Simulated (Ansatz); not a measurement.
The system is MnSb4.

```xyz
5
Lattice="3.0805 0.0000 0.0000 0.0000 3.0805 0.0000 0.0000 0.0000 14.9942" Properties=species:S:1:pos:R:3 pbc="T T T"
Sb    0.0000    0.0000   12.2905
Sb    0.0000    0.0000    9.0048
Sb    0.0000    0.0000    5.9894
Sb    0.0000    0.0000    2.7037
Mn    0.0000    0.0000    0.0000
```

The cell comes from a database or a generator and needn't be the stable form of this composition.

Alike in all runs: program Ansatz 0.2.0; functional PBE; potentials or basis Ansatz PAW; cutoff 420 eV (not typed: the program's choice for these potentials); k mesh 7 × 7 × 2; occupations fermi-dirac, width 0.05 eV.

Question: Only the start or the spin constraint differs. Which run ends lowest in energy?
A. collinear spin, ferromagnetic start of up to 5 μB; fixed moment 5
B. collinear spin, ferromagnetic start of up to 4 μB; fixed moment 4
C. collinear spin, ferromagnetic start of up to 1 μB; fixed moment 1
D. collinear spin, ferromagnetic start of up to 6 μB; fixed moment 6
E. collinear spin, ferromagnetic start of up to 3 μB; fixed moment 3
F. collinear spin, ferromagnetic start of up to 2 μB; fixed moment 2

Answer: B.

```csv
start,free energy over the lowest (meV/atom),net moment (μB),site or absolute moments (μB),gap
"collinear spin, ferromagnetic start of up to 4 μB; fixed moment 4",0.0,4.00,"Sb -0.03, +0.00; Mn +3.82",-
"collinear spin, ferromagnetic start of up to 3 μB; fixed moment 3",40.7,3.00,"Sb -0.10, -0.07; Mn +3.53",-
"collinear spin, ferromagnetic start of up to 2 μB; fixed moment 2",122.8,2.00,Sb -0.15; Mn +3.08,-
"collinear spin, ferromagnetic start of up to 5 μB; fixed moment 5",32.5,5.00,"Sb +0.07, +0.09; Mn +4.03",-
"collinear spin, ferromagnetic start of up to 1 μB; fixed moment 1",230.3,1.00,Sb -0.15; Mn +2.18,-
"collinear spin, ferromagnetic start of up to 8 μB; fixed moment 8",465.5,8.00,"Sb +0.28, +0.45; Mn +4.48",-
"collinear spin, program default start; fixed moment 0",351.7,0.00,-,-
"collinear spin, ferromagnetic start of up to 6 μB; fixed moment 6",120.2,6.00,"Sb +0.16, +0.18; Mn +4.22",-
```

All polarised runs hold their moment fixed, so the table maps the energy against it. A still lower state may exist.

Caveats: the total moment is fixed, so each spin has its own Fermi level; a cell with one magnetic atom can't hold antiferromagnetic order, which such compounds often take (some runs).
